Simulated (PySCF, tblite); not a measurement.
# C6H10AlF: geometry, infrared bands and NMR shifts

Aim: predict the infrared bands and NMR shifts of C6H10AlF (`C=C[CH2][Al]([F])[C](=C)C`).

Computed with tblite 0.8.0 and PySCF 2.14.0, with density-fitted response routines of our own, on a single molecule in the gas phase. Atoms count from 0, in the outputs and in this text.

### 1 The molecule as given

18 atoms, charge 0, multiplicity 1; geometry from: force field or distance geometry start.

Bonds of the start (Å): C0–C1 1.34, C1–C2 1.50, C2–Al3 2.02, Al3–F4 1.79, Al3–C5 1.98, C5–C6 1.34, C5–C7 1.49, C0–H8 1.08, C0–H9 1.08, C1–H10 1.09, C2–H11 1.10, C2–H12 1.12, C6–H13 1.08, C6–H14 1.09, C7–H15 1.12, C7–H16 1.12, C7–H17 1.12.

### 2 Geometry optimisation with GFN2-xTB

The job: settings as JSON, then the geometry in Å.

```
{"job": {"kind": "relax", "xc": "GFN2-xTB", "basis": "xTB"}, "charge": 0, "multiplicity": 1}
C      2.208000    -1.756900    -0.416900
C      1.204200    -1.667100     0.467600
C      1.147400    -0.557000     1.478600
Al     0.521800     1.151000     0.605200
F      1.544600     2.620800     0.707100
C     -1.195100     1.172500    -0.385100
C     -1.570200     2.290700    -1.021100
C     -1.986100    -0.086300    -0.489300
H      2.231600    -2.580700    -1.121000
H      2.980200    -1.005700    -0.445300
H      0.438600    -2.441700     0.489000
H      2.121900    -0.404600     1.962200
H      0.390800    -0.810400     2.269100
H     -0.968700     3.191500    -0.967200
H     -2.489900     2.319400    -1.598400
H     -1.885200    -0.697800     0.441100
H     -3.070900     0.136600    -0.626900
H     -1.631800    -0.688000    -1.360300
```

On the command line:

```console
$ OMP_NUM_THREADS=1 python probes_run.py task.json out
```

One launch serves the whole session: the jobs run in the order shown.

**Question.** This job is followed by: GFN2-xTB harmonic vibrations, gas phase; GIAO PBE0/pcSseg-1 NMR shielding, non-relativistic, gas phase. Predict these results of the whole session: strongest single infrared mode (GFN2-xTB); zero-point energy (GFN2-xTB); 13C shifts against TMS (PBE0/pcSseg-1); 1H shifts against TMS (PBE0/pcSseg-1, means over atoms taken as alike); 27Al shifts against AlH4- (PBE0/pcSseg-1); 19F shifts against CFCl3 (PBE0/pcSseg-1).

**Answer**, as computed:

| quantity | value |
| --- | --- |
| strongest single infrared mode (GFN2-xTB) | 780 cm⁻¹, 152 km/mol |
| zero-point energy (GFN2-xTB) | 86.2 kcal/mol |
| 13C shifts against TMS (PBE0/pcSseg-1) | 159.3, 146.0, 142.0, 117.8, 32.9, 23.9 ppm |
| 1H shifts against TMS (PBE0/pcSseg-1, means over atoms taken as alike) | 6.43, 6.36, 6.08, 5.39, 5.14, 2.15, 2.00 ppm |
| 27Al shifts against AlH4- (PBE0/pcSseg-1) | 94.1 ppm |
| 19F shifts against CFCl3 (PBE0/pcSseg-1) | -149.7 ppm |

In words: Over 179 steps the energy fell by 0.360 eV; of the close pairs, Al3–F4 changed most, 1.794 to 1.654 Å. All 48 modes are real, so the xTB geometry is a minimum. The strongest single mode, at 780 cm⁻¹, moves mainly F4 and Al3. Unscaled tight-binding wavenumbers are off by several per cent, some by more. Its intensities can rank the bands wrongly. H10 (hydrogen on an alkene CH) lies farthest downfield among hydrogen, at 6.43 ppm; attached to an sp2 carbon and in the plane of the double bond.
